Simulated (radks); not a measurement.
**Valence configurations of Kr³⁺**

The task here is to estimate one member of a computed series from the others.

The numbers are computed with radks (a radial shooting solver on a logarithmic mesh, Libxc functionals) version 1 (scalar-relativistic Kohn-Sham, LDA (Slater exchange, Perdew-Wang correlation), spin-unpolarised, spherical densities, point nucleus), except any that are marked as measured or tabulated.

## The system

```
element       : krypton (Z = 36)
charge        : +3
electrons     : 33
configuration : [Ar] 3d10 4s2 4p3
others tried  : 3d10 4s1.5 4p3.5; 3d10 4s1 4p4; 3d9 4s2 4p4; 3d10 4p5; 3d9 4s1 4p5; 3d8 4s1 4p6; 3d9.5 4s1 4p4.5; 3d8 4s2 4p5; 3d8.5 4s2 4p4.5
```

Outer shells as boxes (Hund's rule):

Kr³⁺
```
[Ar] core
3d [↑↓][↑↓][↑↓][↑↓][↑↓]
4s [↑↓]
4p [↑ ][↑ ][↑ ]
```

The first run:

Input:

```text
Z 36
configuration [Ar] 3d10 4s2 4p3
relativity scalar-relativistic
functional lda,pw
spin unpolarised
nucleus point
c 137.035999084
```

Among the steps run: [Ar] 3d10 4s2 4p3.

One table of the session follows, with a row left open; its other results are not shown here.

It belongs to the step «[Ar] 3d10 4s2 4p3». Radial moments (bohr):

```
level     <r>  outermost maximum (interpolated)  90 % within  nodes
   1s       ?                                 ?            ?      ?
   2s  0.1838                             0.154        0.284      1
   2p  0.1602                             0.123        0.261      0
   3s  0.5311                             0.467        0.790      2
   3p  0.5407                             0.463        0.825      1
   3d  0.5538                             0.410        0.907      0
   4s   1.462                              1.30         2.13      3
   4p   1.659                              1.45         2.45      2
```

Estimate the missing values for 1s.

As computed: <r>: 0.04154; outermost maximum (interpolated): 0.0271; 90 % within: 0.0743; nodes: 0. In the column «<r>» it is the lowest.
